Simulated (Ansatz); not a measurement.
Consider a scan of ordered alloys across composition of Nb-Pb mixtures (the Ansatz DFT code, driven from Python).

Script `alloy_nb.py`:
```python
from collections import Counter

import ansatz as az
import numpy as np

XC = "pbesol"
ECUT = 500
KSPACING = 0.39
FILLING = "cold"
SMEARING_WIDTH = 0.05


def bcc(A, a):
    return (
        az.Lattice.bcc(a)
        .space_group(229)
        .atom(A, (0, 0, 0))
        .primitive()
    )

A_FIRST, A_LAST = 3.33, 3.93


def solve(name, crystal):
    calc = (
        crystal.calculation()
        .functional(XC)
        .basis(ECUT)
        .kpoints(spacing=KSPACING)
        .occupations(FILLING, width=SMEARING_WIDTH)
        .band_table()
    )
    calc = calc.relax(force_tolerance=0.02, max_steps=60, cell=True)
    return calc.run()

def relaxed_twice(name, crystal):
    # the second pass draws mesh and plane waves anew for the relaxed cell
    first = solve(name, crystal)
    again = az.Crystal(lattice=az.Lattice.of(first.lattice.cell_ang))
    for site in first.report["lattice"]["sites"]:
        again = again.atom(site["symbol"], site["position_frac"])
    return solve(name, again)


def volume_per_atom(outcome):
    return abs(np.linalg.det(outcome.lattice.cell_ang)) / len(outcome.lattice.sites)


def counts(outcome):
    return Counter(site.symbol for site in outcome.lattice.sites)

phases = {}
for k in range(2 + 1):
    a = A_FIRST + (A_LAST - A_FIRST) * k / 2
    cell = bcc("Nb", a).conventional().resolved()
    sites = [site.position for site in cell.sites if site.symbol == "Nb"]
    for position in sites[:k]:
        cell = cell.substitution("Pb", at=position, replaces="Nb")
    phases[f"Nb{2 - k}Pb{k}"] = cell.resolved()

done = {name: relaxed_twice(name, crystal) for name, crystal in phases.items()}

# mixing quantities against the straight line between the end members, both on this lattice
x = {name: counts(o)["Pb"] / (counts(o)["Nb"] + counts(o)["Pb"]) for name, o in done.items()}
first, last = min(x, key=x.get), max(x, key=x.get)
energy = {name: o.report["energy_sigma0_ev"] / len(o.lattice.sites) for name, o in done.items()}
volume = {name: volume_per_atom(o) for name, o in done.items()}
rows = []
for name in sorted(done, key=x.get):
    line = lambda table: (1 - x[name]) * table[first] + x[name] * table[last]
    rows.append((name, x[name], 1000 * (energy[name] - line(energy)), volume[name], 100 * (volume[name] / line(volume) - 1)))
print("      cell       x(Pb)  E_mix (meV/atom)  V (A^3/atom)  excess V (%)")
for row in rows:
    print(f"{str(row[0]):>10}  {row[1]:10.3f}  {row[2]:+16.1f}  {row[3]:12.3f}  {row[4]:+12.2f}")
```

Do these ordered cells favour mixing or separation, and does the volume follow a straight line between the end members?

Mixing energies: +413 meV an atom at x(Pb) = 0.50 (volume -14.8 % off the straight line). All are positive, so the end members on this lattice are favoured over these cells.

The run itself:

```console
$ python alloy_nb.py
      cell       x(Pb)  E_mix (meV/atom)  V (A^3/atom)  excess V (%)
    Nb2Pb0       0.000              +0.0        17.272         +0.00
    Nb1Pb1       0.500            +413.2        20.328        -14.78
    Nb0Pb2       1.000              +0.0        30.434         +0.00
```

Caveats:
- The settings weren't tested for convergence.
- The run is spin-unpolarised.
- For the metals among these phases the mesh is modest: differences between phases can be off by up to 40 meV an atom.
- Spin-orbit coupling, which matters for elements this heavy, is left out.
- These are small ordered cells, with both end members on the same lattice, which need not be their own; they aren't random solutions. Differences under about 40 meV an atom lie within the error of mesh and functional.
- The cells are prototypes set up for this calculation and needn't exist.
- Finished in 17 s on 1 thread of Arm Neoverse V1, on a shared host, peak memory 0.4 GiB.

(Lines on the test bed's own set-up are left out of the output.)
